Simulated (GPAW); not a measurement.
# InSe2 (P4/nmm) in GPAW: notebook

Runs on InSe2. Level: LDA. Tasks: band structure, equation of state.

All numbers are computed with GPAW 26.7.0; they aren't measurements. Logs are shortened: lines on timing, memory, paths and dates and some standing lists are left out, and cuts for length are marked. The log counts tension as positive stress, the text compression.

## (1) The structure

Symmetry: P4/nmm, No. 129, tetragonal system. The conventional cell has a = 3.895 Å, b = 3.895 Å, c = 9.626 Å, α = 90.00°, β = 90.00°, γ = 90.00°. In (site symmetry 4mm) is surrounded by 4 Se at 2.84 Å. Around Se (site symmetry -4m2) lie 4 Se at 2.75 Å. Around Se (site symmetry 4mm) lie 4 In at 2.84 Å.

The cell comes from a database or a generator and needn't be the stable form of this composition.

## (2) Band structure, LDA

run.py reads:

```python
from ase import Atoms
from ase.dft.bandgap import bandgap
from ase.io import write
from ase.units import GPa
from gpaw import GPAW, PW

atoms = Atoms(['In', 'In', 'Se', 'Se', 'Se', 'Se'],
              cell=[[3.894893, 0.0, 0.0],
                    [0.0, 3.894893, 0.0],
                    [0.0, 0.0, 9.626231]],
              scaled_positions=[[0.5, 0.0, 0.293532],
                                [0.0, 0.5, 0.706468],
                                [0.5, 0.5, 0.0],
                                [0.0, 0.0, 0.0],
                                [0.5, 0.0, 0.633788],
                                [0.0, 0.5, 0.366212]],
              pbc=True)

calc = GPAW(mode=PW(600),
            xc='LDA',
            kpts={'size': (6, 6, 3), 'gamma': True},
            occupations={'name': 'fermi-dirac', 'width': 0.05},
            nbands=42,
            convergence={'density': 1e-05, 'energy': 1e-05},
            maxiter=150,
            txt='gpaw.txt')
atoms.calc = calc
energy = atoms.get_potential_energy()
forces = atoms.get_forces()
stress = atoms.get_stress()
calc.write('gs.gpw')
write('result.traj', atoms)
print(f'Energy: {energy:.6f} eV')
print('Forces (eV/A):')
print(forces.round(4))
print('Stress (GPa):', (stress / GPa).round(3))
print('Fermi level:', round(calc.get_fermi_level(), 4), 'eV')
print(f'Gap: {bandgap(calc)[0]:.4f} eV, direct: {bandgap(calc, direct=True)[0]:.4f} eV')

path = atoms.cell.bandpath('GXMGZRAZ,XR,MA', npoints=80, eps=1e-4)
bs_calc = calc.fixed_density(kpts=path, symmetry='off', nbands=68,
                             convergence={'bands': 'CBM+6.0', 'eigenstates': 1e-6}, txt='bands.txt')
bs = bs_calc.band_structure()
bs.write('bs.json')
print(f'Gap on the path: {bandgap(bs_calc)[0]:.4f} eV')
```

Potentials or basis: the program's PAW data sets (release 1.2.1) made for this functional, pw.

Command:

```bash
> OMP_NUM_THREADS=1 python run.py
```

gpaw.txt:

```text
__  _  _
 | _ |_)|_||  |
 |__||  | ||/\| - 26.7.0

Input parameters:
  mode=PW(ecut=600.0),
  convergence={'density': 1e-05, 'energy': 1e-05},
  kpts=MonkhorstPack(size=(6, 6, 3), gamma=True),
  maxiter=150,
  nbands=42,
  occupations=Occupations(name='fermi-dirac', width=0.05),
  xc=XC(name='LDA')

Diagonalizing LCAO Hamiltonian
Converting LCAO to pw mode
   .---------.
  /|         |
 * |         |
 | |         |
 | |         |
 |In         |
 | |  Se     |
 | |         |
 | |         |
 |Se         |
 | |  In     |
 | |         |
 | .---------.
 |/    Se   /
 Se--------*

Atoms  # Å, Bohr magnetons
|   | symbol |        x |        y |        z |    initial magnetic moments |
|---|--------|----------|----------|----------|-----------------------------|
| 0 |     In | 1.947447 | 0.000000 | 2.825607 | ( 0.0000,  0.0000,  0.0000) |
| 1 |     In | 0.000000 | 1.947447 | 6.800624 | ( 0.0000,  0.0000,  0.0000) |
| 2 |     Se | 1.947447 | 1.947447 | 0.000000 | ( 0.0000,  0.0000,  0.0000) |
| 3 |     Se | 0.000000 | 0.000000 | 0.000000 | ( 0.0000,  0.0000,  0.0000) |
| 4 |     Se | 1.947447 | 0.000000 | 6.100990 | ( 0.0000,  0.0000,  0.0000) |
| 5 |     Se | 0.000000 | 1.947447 | 3.525241 | ( 0.0000,  0.0000,  0.0000) |

Unit cell  # Å
| periodic |        x |        y |        z |  lengths |    angles |
|----------|----------|----------|----------|----------|-----------|
|      yes | 3.894893 | 0.000000 | 0.000000 | 3.894893 | 90.000000 |
|      yes | 0.000000 | 3.894893 | 0.000000 | 3.894893 | 90.000000 |
|      yes | 0.000000 | 0.000000 | 9.626231 | 9.626231 | 90.000000 |

Number of symmetries: 8
Symmetry operations  # r_c * U_cc + t_c -> r_c
|   | kind |            matrix            |
|---|------|------------------------------|
| 0 |  E   |  1, 0, 0,  0, 1, 0,  0, 0, 1 |
| 1 |  σ   |  1, 0, 0,  0,-1, 0,  0, 0, 1 |
| 2 |  C2  |  0, 1, 0,  1, 0, 0,  0, 0,-1 |
| 3 |  S4  |  0, 1, 0, -1, 0, 0,  0, 0,-1 |
| 4 |  S4  |  0,-1, 0,  1, 0, 0,  0, 0,-1 |
| 5 |  C2  |  0,-1, 0, -1, 0, 0,  0, 0,-1 |
| 6 |  σ   | -1, 0, 0,  0, 1, 0,  0, 0, 1 |
| 7 |  C2  | -1, 0, 0,  0,-1, 0,  0, 0, 1 |

BZ-sampling:
  Number of BZ points: 108
  Number of IBZ points: 20

  Monkhorst-Pack size: [6, 6, 3]
  Monkhorst-Pack shift: [0.08333333333333333, 0.08333333333333333, 0.0]

K-points  # in reciprocal-cell coordinates
|     |                                coordinates |     weight |
|-----|--------------------------------------------|------------|
|   0 | (  0.00000000,   0.00000000,   0.00000000) | 0.00925926 |
|   1 | (  0.00000000,   0.00000000,   0.33333333) | 0.01851852 |
|   2 | (  0.16666667,   0.00000000,   0.00000000) | 0.03703704 |
|   3 | (  0.16666667,   0.00000000,   0.33333333) | 0.07407407 |
|   4 | (  0.16666667,   0.16666667,   0.00000000) | 0.03703704 |
|   5 | (  0.16666667,   0.16666667,   0.33333333) | 0.07407407 |
|   6 | (  0.33333333,   0.00000000,   0.00000000) | 0.03703704 |
|   7 | (  0.33333333,   0.00000000,   0.33333333) | 0.07407407 |
|   8 | (  0.33333333,   0.16666667,   0.00000000) | 0.07407407 |
|   9 | (  0.33333333,   0.16666667,   0.33333333) | 0.14814815 |
| ... |                                            |            |
|  19 | (  0.50000000,   0.50000000,   0.33333333) | 0.01851852 |

Plane wave coefficients: 4900
Cutoff: 600.0 eV

Spin-components: 1 (collinear spins)
Bands:           42
Projectors:      32
Spin-degeneracy: 2
Datatype:        complex128

Parallelization:
  kpt:    1
  domain: 1
  band:   1

Density:
  Valence electrons: 50.0
  Components: 1
  Grid points: [24 24 56]
  Charge: 0.0  # |e|

Potential:
  Grid points: [24 24 56]

species:
  In:
    name:    Indium
    Z:       49.0
    valence: 13
    core:    36
    charge:  0.0  # [|e|]
    compensation charges:
      type: gauss
      rc: 0.36  # [Å]
      lmax: 2
    cutoffs:
      filter: 2.09  # [Å]
      core: 2.48  # [Å]
    projectors
    | kind |    occ | energy [eV] | rcut [Å] |
    |------|--------|-------------|----------|
    |   5s |  2.000 |      -8.474 |    1.185 |
    |   5p |  1.000 |      -2.700 |    1.244 |
    |   4d | 10.000 |     -18.723 |    1.148 |
    |    s |        |      18.738 |    1.185 |
    |    p |        |      24.512 |    1.244 |
    |    d |        |       8.489 |    1.148 |

    Using partial waves for In as LCAO basis

  Se:
    name:    Selenium
    Z:       34.0
    valence: 6
    core:    28
    charge:  0.0  # [|e|]
    compensation charges:
      type: gauss
      rc: 0.27  # [Å]
      lmax: 2
    cutoffs:
      filter: 1.77  # [Å]
      core: 2.67  # [Å]
    projectors
    | kind |    occ | energy [eV] | rcut [Å] |
    |------|--------|-------------|----------|
    |   4s |  2.000 |     -17.472 |    0.847 |
    |   4p |  4.000 |      -6.656 |    1.005 |
    |    s |        |       9.739 |    0.847 |
    |    p |        |      20.555 |    1.005 |
    |    d |        |       0.000 |    0.847 |

    Using partial waves for Se as LCAO basis

Reference energy: -583737.275405  # eV

eigensolver:
  PPCG
  Converge bands: occupied
  niter=2

density mixing:
  MSR1-Mixer
  Pratt-step length: 0.05
  Maximum mixing coefficient: 0.75
  Old densities: 10
  SVD Regularization: 0.005
  Good broyden scale: 1.0
  Trust region scale: 1.0
  Backstep threshold: 4.0
  History deletion threshold: 6.0
  Fourier metric: weight=20.0, sigma=0.015

occupation numbers:
  Fermi-Dirac:
    width: 0.0500  # eV

poisson solver:
  ecut: 4800.0  # eV

xc functional:
  name: None

convergence criteria:
- Maximum integral of absolute [dens]ity change: 1e-05 electrons / valence electron
- Maximum [total energy] change in last 3 cyles: 1e-05 eV / valence electron
- Maximum integral of absolute [eigenst]ate change: 4e-08 eV^2 / valence electron
maximum number of iterations: 150

SCF iterations
|iter     | |      energy | eigst |  dens |
|---------|-|-------------|-------|-------|
|iter:   1| |  -25.096083 | +0.11 |       |
|iter:   2| |  -25.086750 | -1.86 | -1.28 |
|iter:   3| |  -24.866654 | -2.11 | -1.33 |
|iter:   4| |  -24.722432 | -2.69 | -1.60 |
|iter:   5| |  -24.687231 | -3.81 | -1.91 |
|iter:   6| |  -24.685288 | -4.54 | -2.50 |
|iter:   7| |  -24.685357 | -5.58 | -3.18 |
|iter:   8| |  -24.685379c| -6.39 | -3.62 |
|iter:   9| |  -24.685374c| -7.42c| -4.25 |
|iter:  10| |  -24.685373c| -7.62c| -4.64 |
|iter:  11| |  -24.685375c| -8.02c| -5.10c|

Converged in 11 steps
Energy contributions relative to reference atoms: (reference = -583737.275405)

Energy contributions:
  Kinetic:          34.176974
  Coulomb:         -33.126009
  Zero:              0.203963
  External:          0.000000
  Xc:              -25.932384
  Entropy:          -0.015838
  Spinorbit:         0.000000
  ----------------------------
  Free energy:     -24.693293
  Extrapolated:    -24.685375

dipole moment: (-41.916696, -41.916696, -71.111648)  # |e|*Ang

Fermi level: 5.847
Eigenvalues  # (at kpt = [0.000, 0.000, 0.000])
| band index |      eig [eV] | occ [0-2] |
|------------|---------------|-----------|
|          0 |        -9.156 |     2.000 |
|        ... |               |           |
|         16 |         1.808 |     2.000 |
|         17 |         1.902 |     2.000 |
|         18 |         3.485 |     2.000 |
|         19 |         3.509 |     2.000 |
|         20 |         3.509 |     2.000 |
|         21 |         3.711 |     2.000 |
[... 8 lines left out ...]
|         30 |        10.639 |     0.000 |
|         31 |        10.939 |     0.000 |
|        ... |               |           |
|         41 |        15.866 |     0.000 |

No gap
No difference between direct/indirect transitions

Forces  # eV/Ang
|        x |       y |        z |
|----------|---------|----------|
|  0.00000 | 0.00000 |  0.04836 |  # In   0
|  0.00000 | 0.00000 | -0.04836 |  # In   1
|  0.00000 | 0.00000 |  0.00000 |  # Se   2
|  0.00000 | 0.00000 |  0.00000 |  # Se   3
|  0.00000 | 0.00000 |  0.11695 |  # Se   4
| -0.00000 | 0.00000 | -0.11695 |  # Se   5

Stress tensor  # eV/Ang^3
|        x |        y |        z |
|----------|----------|----------|
| 0.037084 | 0.000000 | 0.000000 |
| 0.000000 | 0.037084 | 0.000000 |
| 0.000000 | 0.000000 | 0.023542 |

# Writing to gs.gpw (mode='')
```

Run time: 6 min. Hardware: 1 thread of Arm Neoverse V2, shared host; peak memory 0.84 GiB.

What came out:

```yaml
Free_energy: -24.6933 eV
Pressure: -5.2 GPa
Largest_force: 0.117 eV/Å
Band_gap_along_the_path: none (metal or under the smearing width)
```

Forces on the atoms (eV/Å):
```
In   0.000  0.000  0.048
In   0.000  0.000 -0.048
Se   0.000  0.000  0.000
Se   0.000  0.000  0.000
Se   0.000  0.000  0.117
Se   0.000  0.000 -0.117
```

Levels at the corners of the path, in eV from the Fermi level:
| point | band 22 | band 23 | band 24 | band 25 | band 26 | band 27 | band 28 | band 29 |
| --- | --- | --- | --- | --- | --- | --- | --- | --- |
| Γ | -2.14 | -1.69 | -1.69 | 0.35 | 0.56 | 2.93 | 2.93 | 3.33 |
| X | -1.72 | -1.19 | -1.19 | -0.92 | -0.92 | 1.67 | 1.67 | 3.01 |
| M | -3.66 | -1.38 | -1.38 | -1.03 | -1.03 | 2.67 | 2.67 | 3.92 |
| Γ | -2.14 | -1.69 | -1.69 | 0.35 | 0.56 | 2.93 | 2.93 | 3.33 |
| Z | -1.63 | -1.63 | -1.23 | 0.35 | 0.60 | 1.99 | 2.93 | 2.93 |
| R | -1.53 | -0.93 | -0.93 | -0.87 | -0.87 | 1.11 | 1.11 | 3.37 |
| A | -3.51 | -1.62 | -1.62 | -1.41 | -1.41 | 3.47 | 3.47 | 4.53 |
| Z | -1.63 | -1.63 | -1.23 | 0.35 | 0.60 | 1.99 | 2.93 | 2.93 |
| X | -1.72 | -1.19 | -1.19 | -0.92 | -0.92 | 1.67 | 1.67 | 3.01 |
| R | -1.53 | -0.93 | -0.93 | -0.87 | -0.87 | 1.11 | 1.11 | 3.37 |
| M | -3.66 | -1.38 | -1.38 | -1.03 | -1.03 | 2.67 | 2.67 | 3.92 |
| A | -3.51 | -1.62 | -1.62 | -1.41 | -1.41 | 3.47 | 3.47 | 4.53 |

Caveat: spin-orbit coupling is left out, which moves the levels of the heavy elements.

(Part 1 of 2 ends here.)
